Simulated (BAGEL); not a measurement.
**[SiHBr2]− (SMILES Br[SiH-]Br) at HF/6-31G(d) (density fitting with qzvpp-jkfit, spherical functions)**

Aim: the vertical ionisation energy of [SiHBr2]− at HF/6-31G* (density fitting with qzvpp-jkfit, spherical functions), from 2 runs. 

The results are computed with BAGEL 1.2.2.

### Step 1. Starting point

[SiHBr2]− has 4 atoms, charge -1, and is taken as a singlet. SMILES: `Br[SiH-]Br`. The shape is that of a GFN2-xTB optimisation.

Bond lengths: Br1–Si2 2.412 Å, Si2–Br3 2.412 Å, Si2–H4 1.487 Å. Angles: Br1–Si2–Br3 103.3°, Br1–Si2–H4 91.9°, Br3–Si2–H4 91.6°.

### Step 2. A single-point energy at HF/6-31G(d) (density fitting with qzvpp-jkfit, spherical functions)

Input file job.json:

```json
{ "bagel": [

{
  "title": "molecule",
  "basis": "6-31gs.json",
  "df_basis": "qzvpp-jkfit",
  "angstrom": "true",
  "geometry": [
    { "atom": "Br", "xyz": [      -2.058060,       0.167830,      -0.209820 ] },
    { "atom": "Si", "xyz": [       0.132470,       0.125520,       0.798800 ] },
    { "atom": "Br", "xyz": [       1.314300,      -1.520160,      -0.510110 ] },
    { "atom": "H", "xyz": [       0.611290,       1.226820,      -0.078870 ] }
  ]
},

{ "title": "hf", "charge": -1 },

{ "title": "print", "file": "orbitals.molden", "orbitals": "true" }

]}
```

The basis set 6-31G* is read from a file made from the Basis Set Exchange's data (not shown).

Launch:

```console
$ BAGEL_NUM_THREADS=1 BAGEL job.json > job.out
```

What it wrote:

```text
* using 1 threads per process

  ===============================================================
  ===============================================================

  *** Geometry ***

  { "atom" : "Br", "xyz" : [     -3.889170,      0.317153,     -0.396502 ] },
  { "atom" : "Si", "xyz" : [      0.250332,      0.237198,      1.509513 ] },
  { "atom" : "Br", "xyz" : [      2.483667,     -2.872686,     -0.963968 ] },
  { "atom" : "H", "xyz" : [      1.155171,      2.318354,     -0.149043 ] },

  Number of auxiliary basis functions:      678

  Since a DF basis is specified, we compute 2- and 3-index integrals:
    o Being stored without compression. Storage requirement is 0.038 GB

  Number of basis functions:       84
  Number of electrons      :       85

    * METHOD: MOLECULE                             0.45

  *** RHF ***

  === Nuclear Repulsion ===
   404.2337132642

      * DIIS with orbital gradients will be used.

  === RHF iteration (6-31gs.json) ===
      0      -5433.75875855          0.00658851           0.17
      1      -5433.80841427          0.00401031           0.16
      2      -5433.81734778          0.00065789           0.16
      3      -5433.81848226          0.00022332           0.16
      4      -5433.81867885          0.00006566           0.17
      5      -5433.81869991          0.00001785           0.16
      6      -5433.81870089          0.00000555           0.16
      7      -5433.81870095          0.00000193           0.16
      8      -5433.81870096          0.00000043           0.16
      9      -5433.81870096          0.00000016           0.16
     10      -5433.81870096          0.00000005           0.16
     11      -5433.81870096          0.00000002           0.16
     12      -5433.81870096          0.00000001           0.16
    * SCF iteration converged.

    * Permanent dipole moment:
           (   -0.004507,    -0.054355,     0.224739) a.u.

    * METHOD: HF                                   2.44

    * METHOD: PRINT                                0.01

  ===============================================================
```

Run time: 3.3 s. Hardware: 1 thread of Arm Neoverse V2, shared host; peak memory 0.18 GiB.

### Step 3. Doublet neutral SiHBr2

Input file hf.json:

```json
{ "bagel": [

{
  "title": "molecule",
  "basis": "6-31gs.json",
  "df_basis": "qzvpp-jkfit",
  "angstrom": true,
  "geometry": [
    { "atom": "Br", "xyz": [   -2.058060,    0.167830,   -0.209820 ] },
    { "atom": "Si", "xyz": [    0.132470,    0.125520,    0.798800 ] },
    { "atom": "Br", "xyz": [    1.314300,   -1.520160,   -0.510110 ] },
    { "atom": "H", "xyz": [    0.611290,    1.226820,   -0.078870 ] }
  ]
},
{
  "title": "uhf",
  "nopen": 1
},
{
  "title": "print",
  "file": "orbitals.molden",
  "orbitals": true
}

]}
```

The basis set 6-31G* is read from a file made from the Basis Set Exchange's data (not shown).

Launch:

```console
$ BAGEL_NUM_THREADS=1 BAGEL hf.json > hf.out
```

What it wrote:

```text
* using 1 threads per process

  ===============================================================
  ===============================================================

  *** Geometry ***

  { "atom" : "Br", "xyz" : [     -3.889170,      0.317153,     -0.396502 ] },
  { "atom" : "Si", "xyz" : [      0.250332,      0.237198,      1.509513 ] },
  { "atom" : "Br", "xyz" : [      2.483667,     -2.872686,     -0.963968 ] },
  { "atom" : "H", "xyz" : [      1.155171,      2.318354,     -0.149043 ] },

  Number of auxiliary basis functions:      678

  Since a DF basis is specified, we compute 2- and 3-index integrals:
    o Being stored without compression. Storage requirement is 0.038 GB

  Number of basis functions:       84
  Number of electrons      :       85

    * METHOD: MOLECULE                             0.44

  *** Open-shell HF ***

  === Nuclear Repulsion ===
   404.2337132642

      * DIIS with orbital gradients will be used.

  === UHF iteration (6-31gs.json) ===
      0      -5433.61228059          0.01759394           0.33
      1      -5433.69264491          0.01111560           0.32
      2      -5433.71438845          0.00673362           0.32
      3      -5433.72196609          0.00088454           0.32
      4      -5433.72298074          0.00042543           0.33
      5      -5433.72329909          0.00018281           0.32
      6      -5433.72339801          0.00007291           0.32
      7      -5433.72342036          0.00003418           0.33
      8      -5433.72342655          0.00001854           0.32
      9      -5433.72342896          0.00000895           0.32
     10      -5433.72342938          0.00000372           0.32
     11      -5433.72342946          0.00000155           0.33
     12      -5433.72342948          0.00000070           0.32
     13      -5433.72342949          0.00000057           0.32
     14      -5433.72342949          0.00000042           0.32
     15      -5433.72342949          0.00000025           0.32
     16      -5433.72342949          0.00000010           0.32
     17      -5433.72342949          0.00000005           0.32
     18      -5433.72342949          0.00000003           0.32
     19      -5433.72342949          0.00000001           0.32
     20      -5433.72342949          0.00000001           0.32
    * SCF iteration converged.

    * S^2 (UHF) is 0.7608

    * Permanent dipole moment:
           (   -0.444440,    -0.692075,    -1.144015) a.u.

    * METHOD: UHF                                  7.09

    * METHOD: PRINT                                0.01

  ===============================================================
```

Run time: 7.8 s. Hardware: 1 thread of Arm Neoverse V2, shared host; peak memory 0.18 GiB.

### Step 4. Outcome

Level: HF/6-31G* (density fitting with qzvpp-jkfit, spherical functions).

| quantity | value |
| --- | --- |
| singlet [SiHBr2]−: total energy | -5433.81870 Eh |
| singlet [SiHBr2]−: HOMO energy | -3.54 eV |
| singlet [SiHBr2]−: LUMO energy | 7.08 eV |
| singlet [SiHBr2]−: HOMO–LUMO gap (to an unbound level, set by the basis) | 10.62 eV |
| doublet neutral SiHBr2: total energy | -5433.72343 Eh |
| doublet neutral SiHBr2: dipole moment | 3.58 D |
| doublet neutral SiHBr2: ⟨S²⟩ | 0.761 |
| vertical detachment energy (to the doublet neutral) | 2.592 eV |

**Reading.** Removing an electron at fixed nuclei costs 2.59 eV (250 kJ/mol). The negative HOMO energy of the first species, 3.54 eV, lies 0.95 eV above that difference.
